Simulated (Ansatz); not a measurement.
GaF under changes of volume

One of the cells (23.058 Å³/atom); the others are scaled copies at fixed shape and fractional positions:

```
Ga F
1.0
     0.00000    2.84624    2.84624
     2.84624    0.00000    2.84624
     2.84624    2.84624    0.00000
Ga F
1 1
Direct
  0.25000 0.25000 0.25000
  0.00000 0.00000 0.00000
```

The cell was built by a generator and needn't be a form met in nature.

```yaml
Program: Ansatz 0.2.0
Functional: PBE
Potentials_or_basis: PseudoDojo stringent (PBE files)
Cutoff: 1551 eV
Density_cutoff: 6204 eV
k_mesh: 8 × 8 × 8
Occupations: fermi-dirac, width 0.05 eV
Spin: no spin polarisation
```

```csv
volume (Å³/atom),energy over the lowest point (meV/atom),pressure (GPa),gap on the mesh (eV)
21.674,?,?,?
22.135,3.01,1.1,2.11
22.596,0.67,0.5,2.20
23.058,0.00,0.0,2.28
23.519,0.82,-0.5,2.36
23.980,3.00,-1.0,2.43
24.441,6.38,-1.4,2.50
```

**Question.** What does the run at 21.674 Å³/atom give?

**Answer.** Energy over the lowest point 7.20 meV/atom; pressure 1.8 GPa; gap on the mesh 2.02 eV.

Worked out: A Birch-Murnaghan fit of order 3 (a polynomial in V^(-2/3)) to the other rows has its minimum at 23.03 Å³/atom with B0 = V·E''(V) = 26 GPa and B' = 4.3. It gives 7.20 meV/atom at 21.674 Å³/atom, against the run's 7.20, and -dE/dV = 1.8 GPa, against 1.8. A straight line through the other rows of the gap, of slope 3.92 eV per unit of ln V, extrapolates to 2.03 eV, against the run's 2.02.

Energies are extrapolated to zero smearing.

A mesh can miss the band edges. Spin-orbit coupling on Ga is left out.
